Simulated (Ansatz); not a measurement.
# C₂H₆SSi: a ladder of functionals and wavefunction methods

One table from this session's results is given with a row withheld; the runs are named, their logs left out.

Method: functionals in def2-TZVPP, the program's frozen cores in correlated methods; program: Ansatz 0.2.0, Gaussian basis.

Plan: LDA (SPW92), PBE-D4, revPBE-D4, BLYP-D4, r2SCAN-D4, B97M-V, PBE0-D4, B3LYP-D4, r2SCANh-D4, r2SCAN0-D4, HSE06-D4, BHLYP-D4, CAM-B3LYP-D4, LC-ωPBE, ωB97X-V, ωB97M-V, B2PLYP, PBE-QIDH; CCSD(T)/def2-SVP; CCSD(T)/def2-TZVPP; MP2/def2-QZVPP; extrapolation to the limit; RPA on PBE.

## The relaxed structure

The geometry comes from an earlier relaxation with PBE0-D4 in a triple-zeta def2 set; it is a stationary point, not always the lowest conformer.

SMILES `C[SiH]1CS1`, 10 atoms, charge 0, spin multiplicity 1.

Atoms are counted from 1 here; the program's logs count them from 0.

Bond lengths: C1–Si2 1.856 Å, C1–H5 1.092 Å, C1–H6 1.091 Å, C1–H7 1.093 Å, Si2–C3 1.839 Å, Si2–S4 2.090 Å, Si2–H8 1.481 Å, C3–S4 1.867 Å, C3–H9 1.086 Å, C3–H10 1.086 Å. Angles: Si2–C1–H5 110.6°, Si2–C1–H6 110.1°, Si2–C1–H7 110.5°, H5–C1–H6 108.4°, H5–C1–H7 108.0°, H6–C1–H7 109.0°, C1–Si2–C3 120.9°, C1–Si2–S4 120.2°, C1–Si2–H8 113.5°, C3–Si2–S4 56.3°, C3–Si2–H8 117.4°, S4–Si2–H8 117.0°, Si2–C3–S4 68.7°, Si2–C3–H9 120.5°, Si2–C3–H10 120.0°, S4–C3–H9 112.9°, S4–C3–H10 112.8°, H9–C3–H10 113.2° and more.

As a file:

```
C    -0.87854    1.30385    0.07253
Si    0.20168   -0.03884   -0.61605
C     0.92435   -1.32613    0.48014
S    -0.44193   -2.02680   -0.58193
H    -1.60922    1.62929   -0.67143
H    -1.41693    0.94052    0.94939
H    -0.27744    2.17099    0.35887
H     1.00298    0.38962   -1.78600
H     1.89581   -1.75742    0.25839
H     0.68234   -1.33619    1.53909
```

Set-up of the first run:

The input, in.yaml:

```yaml
crystal:
  periodic: [false, false, false]
  atoms:
    - {symbol: C, position_ang: [-0.878544, 1.303846, 0.072526]}
    - {symbol: Si, position_ang: [0.201683, -0.038835, -0.616047]}
    - {symbol: C, position_ang: [0.924348, -1.326128, 0.480140]}
    - {symbol: S, position_ang: [-0.441929, -2.026801, -0.581934]}
    - {symbol: H, position_ang: [-1.609220, 1.629290, -0.671429]}
    - {symbol: H, position_ang: [-1.416926, 0.940521, 0.949395]}
    - {symbol: H, position_ang: [-0.277440, 2.170991, 0.358868]}
    - {symbol: H, position_ang: [1.002983, 0.389621, -1.786004]}
    - {symbol: H, position_ang: [1.895808, -1.757416, 0.258390]}
    - {symbol: H, position_ang: [0.682335, -1.336189, 1.539094]}
basis:
  gaussian: {orbitals: def2-TZVPP}
hamiltonian: {xc: lda}
output: {orbitals: {seedname: orbitals}}
```

Launch:

```sh
$ ansatz run in.yaml --threads 2 --pin off --events-out ev --progress --plain --max-ram 4352MiB
```

Among the steps run: LDA; PBE-D4 (GGA); revPBE-D4 (GGA); BLYP-D4 (GGA); r2SCAN-D4 (meta-GGA); B97M-V (meta-GGA); PBE0-D4 (hybrid); B3LYP-D4 (hybrid); r2SCANh-D4 (hybrid); r2SCAN0-D4 (hybrid); HSE06-D4 (hybrid); BHLYP-D4 (hybrid); CAM-B3LYP-D4 (range-separated); LC-ωPBE (range-separated); ωB97X-V (range-separated); ωB97M-V (range-separated); B2PLYP (double hybrid); PBE-QIDH (double hybrid).

One table of the session follows, with a row left open; its other results are not shown here.

It belongs to the step «Frontier levels by functional». 

| functional | HOMO (eV) | gap (eV) |
| --- | --- | --- |
| LDA (SPW92) | -5.67 | 4.81 |
| PBE-D4 | -5.57 | 4.93 |
| revPBE-D4 | -5.53 | 4.97 |
| BLYP-D4 | -5.39 | 4.88 |
| r2SCAN-D4 | ? | ? |
| B97M-V | -5.90 | 5.54 |
| PBE0-D4 | -6.77 | 6.98 |
| B3LYP-D4 | -6.51 | 6.51 |
| r2SCANh-D4 | -6.26 | 6.22 |
| r2SCAN0-D4 | -6.93 | 7.32 |
| HSE06-D4 | -6.37 | 6.20 |
| BHLYP-D4 | -7.81 | 8.88 |
| CAM-B3LYP-D4 | -8.06 | 9.27 |
| LC-ωPBE | -9.47 | 11.83 |
| ωB97X-V | -9.11 | 11.33 |
| ωB97M-V | -8.94 | 10.88 |

**Question.** Estimate the row for r2SCAN-D4.

Worked estimate for «HOMO (eV)». Against the share of exact exchange, r2SCANh-D4 (0.1, -6.26), r2SCAN0-D4 (0.25, -6.93) give a slope of -4.47 per unit share; at 0 the line stands at -5.81.

The run gave: HOMO (eV): -5.81; gap (eV): 5.47. In «HOMO (eV)» the line misses by 0.00.
